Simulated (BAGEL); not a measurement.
**BH2O2F (SMILES OB(O)F): levels of theory compared**

We compute a comparison of 4 runs (B3LYP/6-31G*, B3LYP/def2-SVPD, PBE0/def2-SVPD, RI-MP2/def2-SVPD) of BH2O2F. 

Program for the calculation: BAGEL 1.2.2.

18 further runs of the same task are left out: 2 that didn't finish, 16 set aside as unsound or not needed.

### 1 The structure to begin with

BH2O2F has 6 atoms, charge 0, and is taken as a singlet. SMILES: `OB(O)F`. Geometry: relaxed at PBE0-D4/def2-TZVP. This is one conformer, not always the lowest.

Bond lengths: O1–B2 1.360 Å, B2–O3 1.352 Å, B2–F4 1.333 Å, O1–H5 0.960 Å, O3–H6 0.960 Å. Angles: O1–B2–O3 121.6°, O1–B2–F4 120.5°, O3–B2–F4 117.9°, B2–O1–H5 113.1°, B2–O3–H6 112.5°.

### 2 The energy at B3LYP/6-31G(d) (density fitting with qzvpp-jkfit, spherical functions) (run 1)

File input.json:

```json
{ "bagel": [

{
  "title": "molecule",
  "basis": "6-31gs.json",
  "df_basis": "qzvpp-jkfit",
  "angstrom": "true",
  "geometry": [
    { "atom": "O", "xyz": [   -0.477500,    0.971000,   -0.208400 ] },
    { "atom": "B", "xyz": [   -0.023800,   -0.307500,   -0.106500 ] },
    { "atom": "O", "xyz": [    0.989400,   -0.635200,    0.726100 ] },
    { "atom": "F", "xyz": [   -0.573100,   -1.280600,   -0.833200 ] },
    { "atom": "H", "xyz": [   -1.198900,    1.066100,   -0.834300 ] },
    { "atom": "H", "xyz": [    1.326000,    0.122200,    1.210000 ] }
  ]
},
{ "title": "ks", "xc_func": "b3lyp" },
{ "title": "print", "file": "orbitals.molden", "orbitals": "true" }

]}
```

The basis set 6-31G* is read from a file made from the Basis Set Exchange's data (not shown).

The run is started by

```console
BAGEL_NUM_THREADS=1 BAGEL input.json > input.out
```

Log:

```text
* using 1 threads per process

  ===============================================================
  ===============================================================

  *** Geometry ***

  { "atom" : "O", "xyz" : [     -0.902344,      1.834924,     -0.393819 ] },
  { "atom" : "B", "xyz" : [     -0.044975,     -0.581091,     -0.201256 ] },
  { "atom" : "O", "xyz" : [      1.869695,     -1.200354,      1.372130 ] },
  { "atom" : "F", "xyz" : [     -1.083002,     -2.419983,     -1.574520 ] },
  { "atom" : "H", "xyz" : [     -2.265593,      2.014637,     -1.576599 ] },
  { "atom" : "H", "xyz" : [      2.505777,      0.230925,      2.286569 ] },

  Number of auxiliary basis functions:      342

  Since a DF basis is specified, we compute 2- and 3-index integrals:
    o Being stored without compression. Storage requirement is 0.010 GB

  Number of basis functions:       60
  Number of electrons      :       32

    * METHOD: MOLECULE                             0.10

  *** Kohn-Sham DFT ***

    * Removing 10270 points whose weight is below 1.00e-10
    * Grid points: 79166

  === Nuclear Repulsion ===
   114.4985531701

       - DIIS with orbital gradients will be used.

  === KS iteration (b3lyp / 6-31gs.json) ===
      0       -257.76722617          0.16801269           0.20
      1       -255.96911672          0.18515354           0.18
      2       -265.28000824          0.16619271           0.18
      3       -276.12362542          0.03815979           0.18
      4       -276.26702596          0.03186342           0.29
      5       -276.46432440          0.01238348           0.18
      6       -276.49215290          0.00504942           0.18
      7       -276.49757295          0.00109933           0.18
      8       -276.49777527          0.00048121           0.18
      9       -276.49782467          0.00005826           0.18
     10       -276.49782526          0.00002488           0.37
     11       -276.49782532          0.00001848           0.18
     12       -276.49782540          0.00000052           0.17
     13       -276.49782540          0.00000016           0.17
     14       -276.49782540          0.00000005           0.17
     15       -276.49782540          0.00000002           0.17
     16       -276.49782540          0.00000001           0.17
    * SCF iteration converged.

    * Permanent dipole moment:
           (    0.195870,    -0.725122,     0.002681) a.u.

    * METHOD: KS                                   3.58

    * METHOD: PRINT                                0.01

  ===============================================================
```

Wall time 4.2 s (1 thread of Arm Neoverse V2, shared host); peak memory 0.24 GiB.

### 3 The energy at B3LYP/def2-SVPD (density fitting with qzvpp-jkfit) (run 2)

File dft.json:

```json
{ "bagel": [

{
  "title": "molecule",
  "basis": "def2-svpd.json",
  "df_basis": "qzvpp-jkfit",
  "angstrom": true,
  "geometry": [
    { "atom": "O", "xyz": [      -0.477500,       0.971000,      -0.208400 ] },
    { "atom": "B", "xyz": [      -0.023800,      -0.307500,      -0.106500 ] },
    { "atom": "O", "xyz": [       0.989400,      -0.635200,       0.726100 ] },
    { "atom": "F", "xyz": [      -0.573100,      -1.280600,      -0.833200 ] },
    { "atom": "H", "xyz": [      -1.198900,       1.066100,      -0.834300 ] },
    { "atom": "H", "xyz": [       1.326000,       0.122200,       1.210000 ] }
  ]
},

{ "title": "ks", "xc_func": "b3lyp" },

{ "title": "print", "file": "orbitals.molden", "orbitals": true }

]}
```

The basis set def2-SVPD is read from a file made from the Basis Set Exchange's data (not shown).

The run is started by

```console
BAGEL_NUM_THREADS=1 BAGEL dft.json > dft.out
```

Log:

```text
* using 1 threads per process

  ===============================================================
  ===============================================================

  *** Geometry ***

  { "atom" : "O", "xyz" : [     -0.902344,      1.834924,     -0.393819 ] },
  { "atom" : "B", "xyz" : [     -0.044975,     -0.581091,     -0.201256 ] },
  { "atom" : "O", "xyz" : [      1.869695,     -1.200354,      1.372130 ] },
  { "atom" : "F", "xyz" : [     -1.083002,     -2.419983,     -1.574520 ] },
  { "atom" : "H", "xyz" : [     -2.265593,      2.014637,     -1.576599 ] },
  { "atom" : "H", "xyz" : [      2.505777,      0.230925,      2.286569 ] },

  Number of auxiliary basis functions:      342

  Since a DF basis is specified, we compute 2- and 3-index integrals:
    o Being stored without compression. Storage requirement is 0.030 GB

  Number of basis functions:      105
  Number of electrons      :       32

    * METHOD: MOLECULE                             0.13

  *** Kohn-Sham DFT ***

    * Removing 10270 points whose weight is below 1.00e-10
    * Grid points: 79166

  === Nuclear Repulsion ===
   114.4985531701

       - DIIS with orbital gradients will be used.

  === KS iteration (b3lyp / def2-svpd.json) ===
      0       -255.96642131          0.11536245           0.31
      1       -243.76818979          0.19704470           0.31
      2       -263.46364724          0.11399300           0.32
      3       -274.61710054          0.06239943           0.32
      4       -276.11032767          0.02351383           0.31
      5       -276.28797323          0.01157367           0.32
      6       -276.32516247          0.00570738           0.35
      7       -276.33554081          0.00266802           0.32
      8       -276.33764366          0.00139971           0.32
      9       -276.33840601          0.00023507           0.33
     10       -276.33842978          0.00001940           0.33
     11       -276.33842990          0.00000665           0.32
     12       -276.33842992          0.00000068           0.32
     13       -276.33842992          0.00000023           0.32
     14       -276.33842992          0.00000004           0.33
     15       -276.33842992          0.00000002           0.32
     16       -276.33842992          0.00000001           0.31
    * SCF iteration converged.

    * Permanent dipole moment:
           (    0.162424,    -0.727708,    -0.028005) a.u.

    * METHOD: KS                                   5.81

    * METHOD: PRINT                                0.02

  ===============================================================
```

Run time: 6.3 s. Hardware: 1 thread of Arm Neoverse V2, shared host; peak memory 0.39 GiB.

### 4 The energy at PBE0/def2-SVPD (density fitting with qzvpp-jkfit) (run 3)

File input.json:

```json
{ "bagel" : [

{
  "title" : "molecule",
  "basis" : "def2-svpd.json",
  "df_basis" : "qzvpp-jkfit",
  "angstrom" : true,
  "geometry" : [
    { "atom" : "O", "xyz" : [      -0.477500,       0.971000,      -0.208400 ] },
    { "atom" : "B", "xyz" : [      -0.023800,      -0.307500,      -0.106500 ] },
    { "atom" : "O", "xyz" : [       0.989400,      -0.635200,       0.726100 ] },
    { "atom" : "F", "xyz" : [      -0.573100,      -1.280600,      -0.833200 ] },
    { "atom" : "H", "xyz" : [      -1.198900,       1.066100,      -0.834300 ] },
    { "atom" : "H", "xyz" : [       1.326000,       0.122200,       1.210000 ] }
  ]
},

{
  "title" : "ks",
  "xc_func" : "pbe0"
},

{
  "title" : "print",
  "file" : "orbitals.molden",
  "orbitals" : true
}

]}
```

The basis set def2-SVPD is read from a file made from the Basis Set Exchange's data (not shown).

The run is started by

```console
BAGEL_NUM_THREADS=1 BAGEL input.json > input.out
```

Log:

```text
* using 1 threads per process

  ===============================================================
  ===============================================================

  *** Geometry ***

  { "atom" : "O", "xyz" : [     -0.902344,      1.834924,     -0.393819 ] },
  { "atom" : "B", "xyz" : [     -0.044975,     -0.581091,     -0.201256 ] },
  { "atom" : "O", "xyz" : [      1.869695,     -1.200354,      1.372130 ] },
  { "atom" : "F", "xyz" : [     -1.083002,     -2.419983,     -1.574520 ] },
  { "atom" : "H", "xyz" : [     -2.265593,      2.014637,     -1.576599 ] },
  { "atom" : "H", "xyz" : [      2.505777,      0.230925,      2.286569 ] },

  Number of auxiliary basis functions:      342

  Since a DF basis is specified, we compute 2- and 3-index integrals:
    o Being stored without compression. Storage requirement is 0.030 GB

  Number of basis functions:      105
  Number of electrons      :       32

    * METHOD: MOLECULE                             0.13

  *** Kohn-Sham DFT ***

    * Removing 10270 points whose weight is below 1.00e-10
    * Grid points: 79166

  === Nuclear Repulsion ===
   114.4985531701

       - DIIS with orbital gradients will be used.

  === KS iteration (pbe0 / def2-svpd.json) ===
      0       -255.70610567          0.11473663           0.32
      1       -241.62446118          0.19836803           0.31
      2       -263.45475569          0.11292898           0.32
      3       -274.52445109          0.05841060           0.32
      4       -275.87559980          0.02027746           0.31
      5       -276.01324962          0.00871106           0.35
      6       -276.04096207          0.00282070           0.34
      7       -276.04394966          0.00087484           0.31
      8       -276.04408148          0.00067744           0.31
      9       -276.04426746          0.00009567           0.32
     10       -276.04427135          0.00000449           0.31
     11       -276.04427136          0.00000113           0.31
     12       -276.04427136          0.00000031           0.31
     13       -276.04427136          0.00000029           0.31
     14       -276.04427136          0.00000003           0.32
     15       -276.04427136          0.00000002           0.31
     16       -276.04427136          0.00000000           0.31
    * SCF iteration converged.

    * Permanent dipole moment:
           (    0.161694,    -0.730163,    -0.029253) a.u.

    * METHOD: KS                                   5.74

    * METHOD: PRINT                                0.02

  ===============================================================
```

Run time: 6.3 s. Hardware: 1 thread of Arm Neoverse V2, shared host; peak memory 0.38 GiB.

### 5 A single-point energy at RI-MP2/def2-SVPD (density fitting with qzvpp-jkfit) (run 4)

File mp2.json:

```json
{ "bagel" : [

{
  "title" : "molecule",
  "basis" : "def2-svpd.json",
  "df_basis" : "qzvpp-jkfit",
  "angstrom" : true,
  "geometry" : [
    { "atom" : "O", "xyz" : [   -0.477500,    0.971000,   -0.208400 ] },
    { "atom" : "B", "xyz" : [   -0.023800,   -0.307500,   -0.106500 ] },
    { "atom" : "O", "xyz" : [    0.989400,   -0.635200,    0.726100 ] },
    { "atom" : "F", "xyz" : [   -0.573100,   -1.280600,   -0.833200 ] },
    { "atom" : "H", "xyz" : [   -1.198900,    1.066100,   -0.834300 ] },
    { "atom" : "H", "xyz" : [    1.326000,    0.122200,    1.210000 ] }
  ]
},
{ "title" : "hf" },
{ "title" : "mp2", "ncore" : 4 }

]}
```

The basis set def2-SVPD is read from a file made from the Basis Set Exchange's data (not shown).

The run is started by

```console
BAGEL_NUM_THREADS=1 BAGEL mp2.json > mp2.out
```

Log:

```text
* using 1 threads per process

  ===============================================================
  ===============================================================

  *** Geometry ***

  { "atom" : "O", "xyz" : [     -0.902344,      1.834924,     -0.393819 ] },
  { "atom" : "B", "xyz" : [     -0.044975,     -0.581091,     -0.201256 ] },
  { "atom" : "O", "xyz" : [      1.869695,     -1.200354,      1.372130 ] },
  { "atom" : "F", "xyz" : [     -1.083002,     -2.419983,     -1.574520 ] },
  { "atom" : "H", "xyz" : [     -2.265593,      2.014637,     -1.576599 ] },
  { "atom" : "H", "xyz" : [      2.505777,      0.230925,      2.286569 ] },

  Number of auxiliary basis functions:      342

  Since a DF basis is specified, we compute 2- and 3-index integrals:
    o Being stored without compression. Storage requirement is 0.030 GB

  Number of basis functions:      105
  Number of electrons      :       32

    * METHOD: MOLECULE                             0.13

  *** RHF ***

  === Nuclear Repulsion ===
   114.4985531701

      * DIIS with orbital gradients will be used.

  === RHF iteration (def2-svpd.json) ===
      0       -274.62247632          0.02581921           0.05
      1       -274.87682917          0.01753818           0.05
      2       -274.99968627          0.00152959           0.05
      3       -275.00091097          0.00025402           0.05
      4       -275.00094411          0.00010014           0.05
      5       -275.00094944          0.00003276           0.05
      6       -275.00095003          0.00000963           0.05
      7       -275.00095009          0.00000170           0.05
      8       -275.00095009          0.00000042           0.05
      9       -275.00095009          0.00000020           0.05
     10       -275.00095009          0.00000006           0.05
     11       -275.00095009          0.00000002           0.05
     12       -275.00095009          0.00000000           0.05
    * SCF iteration converged.

    * Permanent dipole moment:
           (    0.185321,    -0.766331,    -0.016646) a.u.

    * METHOD: HF                                   0.76

  *** RHF ***

  === Nuclear Repulsion ===
   114.4985531701

      * DIIS with orbital gradients will be used.

  === RHF iteration (def2-svpd.json) ===
      0       -275.00095009          0.00000000           0.05
    * SCF iteration converged.

    * Permanent dipole moment:
           (    0.185321,    -0.766331,    -0.016646) a.u.

  === DF-MP2 calculation ===

    * freezing 4 orbitals
    * 3-index integral transformation done
    * assembly done

      MP2 correlation energy:   -0.6643772330      0.05

      MP2 total energy:       -275.6653273256

    * METHOD: MP2                                  0.19

  ===============================================================
```

Wall time 1.3 s (1 thread of Arm Neoverse V2, shared host); peak memory 0.098 GiB.

### 6 The series

```tsv
run	level	frozen core orbitals	energy (Eh)	dipole moment (D)	HOMO energy (eV)	LUMO energy (eV)	wall time
1	B3LYP/6-31G* (density fitting with qzvpp-jkfit, spherical functions)	–	-276.497825	1.91	-8.89	1.67	4.2 s
2	B3LYP/def2-SVPD (density fitting with qzvpp-jkfit)	–	-276.338430	1.90	-9.61	-0.51	6.3 s
3	PBE0/def2-SVPD (density fitting with qzvpp-jkfit)	–	-276.044271	1.90	-9.89	-0.17	6.3 s
4	RI-MP2/def2-SVPD (density fitting with qzvpp-jkfit)	4	-275.665327	–	–	–	1.3 s
```

### 7 Summary of results

```
                                          quantity          value
                               run 4: total energy  -275.66533 Eh
run 4: correlation energy (4 core orbitals frozen)     -664.4 mEh
```

Over runs 1, 2, 3 the dipole moment (its size) runs from 1.90 D (B3LYP/def2-SVPD) to 1.91 D (B3LYP/6-31G*). Over runs 1, 2, 3 the HOMO–LUMO gap runs from 9.10 eV (B3LYP/def2-SVPD) to 10.56 eV (B3LYP/6-31G*). Totals of different functionals can't be ranked against each other. All runs together took 18 s, the longest 6.3 s.
